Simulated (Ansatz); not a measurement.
# C3H8Cl3HfN: a ladder of functionals and wavefunction methods

One table from this session's results is given with a row withheld; the runs are named, their logs left out.

Program: Ansatz 0.2.0, Gaussian basis. Level of theory: functionals in def2-TZVPP, the program's frozen cores in correlated methods. These are calculated values, not measurements.

Levels to be run: LDA (SPW92), PBE-D4, revPBE-D4, BLYP-D4, r2SCAN-D4, B97M-V, PBE0-D4, B3LYP-D4, r2SCANh-D4, r2SCAN0-D4, HSE06-D4, BHLYP-D4, CAM-B3LYP-D4, LC-ωPBE, ωB97X-V, ωB97M-V, B2PLYP, PBE-QIDH; CCSD(T)/def2-SVP; CCSD(T)/def2-TZVPP; MP2/def2-QZVPP; extrapolation to the limit; RPA on PBE.

1 further run of the same task is left out (it didn't finish).

## Structure used throughout

The geometry comes from an earlier relaxation with PBE0-D4 in a triple-zeta def2 set; it is a stationary point, not always the lowest conformer. Hf takes the def2 core potential; no spin-orbit term is included.

SMILES `CC[N](C)[Hf]([Cl])([Cl])[Cl]`, 16 atoms, charge 0, spin multiplicity 1.

Atoms are counted from 1 here; the program's logs count them from 0.

Bond lengths: C1–C2 1.520 Å, C1–H9 1.092 Å, C1–H10 1.092 Å, C1–H11 1.092 Å, C2–N3 1.451 Å, C2–H12 1.099 Å, C2–H13 1.093 Å, N3–C4 1.451 Å, N3–Hf5 1.983 Å, C4–H14 1.095 Å, C4–H15 1.097 Å, C4–H16 1.098 Å, Hf5–Cl6 2.351 Å, Hf5–Cl7 2.341 Å, Hf5–Cl8 2.350 Å. Angles: C2–C1–H9 110.7°, C2–C1–H10 110.1°, C2–C1–H11 111.9°, H9–C1–H10 108.3°, H9–C1–H11 108.2°, H10–C1–H11 107.5°, C1–C2–N3 113.8°, C1–C2–H12 109.8°, C1–C2–H13 109.3°, N3–C2–H12 108.8°, N3–C2–H13 108.3°, H12–C2–H13 106.5°, C2–N3–C4 115.1°, C2–N3–Hf5 131.7°, C4–N3–Hf5 113.2°, N3–C4–H14 112.3°, N3–C4–H15 111.0°, N3–C4–H16 110.9° and more.

As a file:

```
C     1.8505   -1.0152   -0.0030
C     1.0846    0.1639    0.5740
N    -0.2985    0.2336    0.1398
C    -1.1625   -0.8062    0.6658
Hf   -1.2500    1.5241   -1.0263
Cl   -2.9353    2.5143    0.2794
Cl    0.3250    3.0761   -1.7949
Cl   -2.2255    0.2868   -2.7702
H     1.8517   -0.9777   -1.0945
H     2.8867   -0.9936    0.3416
H     1.4210   -1.9704    0.3053
H     1.1100    0.1230    1.6721
H     1.5821    1.0938    0.2854
H    -0.8802   -1.8021    0.3086
H    -1.1564   -0.8051    1.7627
H    -2.2032   -0.6455    0.3543
```

The first run:

The input, in.yaml:

```yaml
crystal:
  periodic: [false, false, false]
  atoms:
    - {symbol: C, position_ang: [1.850507, -1.015230, -0.002951]}
    - {symbol: C, position_ang: [1.084644, 0.163911, 0.573961]}
    - {symbol: N, position_ang: [-0.298502, 0.233646, 0.139779]}
    - {symbol: C, position_ang: [-1.162484, -0.806233, 0.665788]}
    - {symbol: Hf, position_ang: [-1.250046, 1.524131, -1.026335]}
    - {symbol: Cl, position_ang: [-2.935313, 2.514268, 0.279398]}
    - {symbol: Cl, position_ang: [0.324989, 3.076131, -1.794900]}
    - {symbol: Cl, position_ang: [-2.225494, 0.286831, -2.770202]}
    - {symbol: H, position_ang: [1.851691, -0.977725, -1.094537]}
    - {symbol: H, position_ang: [2.886744, -0.993578, 0.341639]}
    - {symbol: H, position_ang: [1.421003, -1.970371, 0.305255]}
    - {symbol: H, position_ang: [1.110046, 0.123045, 1.672132]}
    - {symbol: H, position_ang: [1.582083, 1.093815, 0.285352]}
    - {symbol: H, position_ang: [-0.880224, -1.802055, 0.308611]}
    - {symbol: H, position_ang: [-1.156416, -0.805119, 1.762705]}
    - {symbol: H, position_ang: [-2.203218, -0.645468, 0.354294]}
basis:
  gaussian: {orbitals: def2-TZVPP}
hamiltonian: {xc: lda}
output: {orbitals: {seedname: orbitals}}
```

Started as:

```sh
$ ansatz run in.yaml --threads 4 --pin off --events-out ev --progress --plain --max-ram 66560MiB --backend cuda --devices 0, --max-vram 37GiB
```

Steps of the session up to this table: LDA; PBE-D4 (GGA); revPBE-D4 (GGA); BLYP-D4 (GGA); r2SCAN-D4 (meta-GGA); B97M-V (meta-GGA); PBE0-D4 (hybrid); B3LYP-D4 (hybrid); r2SCANh-D4 (hybrid); r2SCAN0-D4 (hybrid); HSE06-D4 (hybrid); BHLYP-D4 (hybrid); CAM-B3LYP-D4 (range-separated); LC-ωPBE (range-separated); ωB97X-V (range-separated); ωB97M-V (range-separated); B2PLYP (double hybrid); PBE-QIDH (double hybrid).

One of the session's tables, all rows but one given; the rest of the session is left out.

It belongs to the step «Frontier levels by functional». 

| functional | HOMO (eV) | gap (eV) |
| --- | --- | --- |
| LDA (SPW92) | -6.16 | 3.62 |
| PBE-D4 | -6.01 | 3.73 |
| revPBE-D4 | -5.95 | 3.76 |
| BLYP-D4 | -5.87 | 3.75 |
| r2SCAN-D4 | -6.26 | 4.16 |
| B97M-V | -6.35 | 4.30 |
| PBE0-D4 | -7.27 | 5.85 |
| B3LYP-D4 | -7.05 | 5.43 |
| r2SCANh-D4 | -6.73 | 4.95 |
| r2SCAN0-D4 | -7.44 | 6.15 |
| HSE06-D4 | ? | ? |
| BHLYP-D4 | -8.44 | 8.07 |
| CAM-B3LYP-D4 | -8.60 | 8.33 |
| LC-ωPBE | -9.94 | 10.82 |
| ωB97X-V | -9.60 | 10.39 |
| ωB97M-V | -9.50 | 10.20 |

Estimate the missing values for HSE06-D4.

The run gave: HOMO (eV): -6.87; gap (eV): 5.07. In the column «HOMO (eV)» it lies between B3LYP-D4 (-7.05) and r2SCANh-D4 (-6.73).
